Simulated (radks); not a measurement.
# He⁺ in 2s1: an all-electron calculation

What are the levels of the helium ion He+, how large are its shells, and how does its energy divide?

The numbers are computed with radks (a radial shooting solver on a logarithmic mesh, Libxc functionals) version 1 (Dirac Kohn-Sham, LDA (Slater exchange, Perdew-Wang correlation), spin-unpolarised, spherical densities, finite nucleus), except any that are marked as measured or tabulated.

### 1 Starting point

| Quantity | Value |
| --- | --- |
| element | helium (Z = 2) |
| charge | +1 |
| electrons | 1 |
| configuration | 2s1 |
| nuclear rms radius | 1.6755 fm |

The outer shells:

He⁺
```
2s [↑ ]
```

### 2 The calculation

Settings of this run:

```text
Z 2
configuration 2s1 1s0 2p0 3d0
relativity Dirac
functional lda,pw
spin unpolarised
j_filling energy
nucleus finite rms 1.6755 fm
c 137.035999084
```

What does the calculation give?

The runs gave:

```
                        quantity                   value
                    total energy        -0.48850 hartree
exchange-correlation share of it                 28.06 %
                            −T/E                  0.9720
          highest occupied level       2s1/2, -10.366 eV
    most extended occupied level  2s1/2, <r> = 3.03 bohr
 radius at density 0.001 e/bohr³               3.99 bohr
    maxima of the radial density                       2
```

**Reading.** The radial density shows 2 maxima for 1 occupied principal shells. This is not the tabulated ground configuration, so its levels and sizes aren't those of the ground state, and no measured value stands beside it.
